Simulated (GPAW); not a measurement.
Crystal: NbSi.

```
CELL_PARAMETERS angstrom
3.15644 0.00000 0.00000
0.00000 3.15644 0.00000
0.00000 0.00000 3.15644
ATOMIC_POSITIONS crystal
Nb 0.00000 0.00000 0.00000
Si 0.50000 0.50000 0.50000
```

The cell was built by a generator and needn't be a form met in nature.

Base run:

```yaml
Program: GPAW 26.7.0
Functional: RPBE
Potentials_or_basis: the program's PAW data sets (release 1.2.1) made for this functional
Cutoff: 600 eV
Basis: pw
k_mesh: 8 × 8 × 8
Occupations: fermi-dirac, width 0.05 eV
Spin: no spin polarisation
```

Its results: pressure 2.3 GPa.

Q: The run is repeated on the same cell with these changes: functional from RPBE to LDA. What comes out?

A: Pressure -8.2 GPa.

LDA binds more tightly than RPBE, so the same cell stands under less pressure.
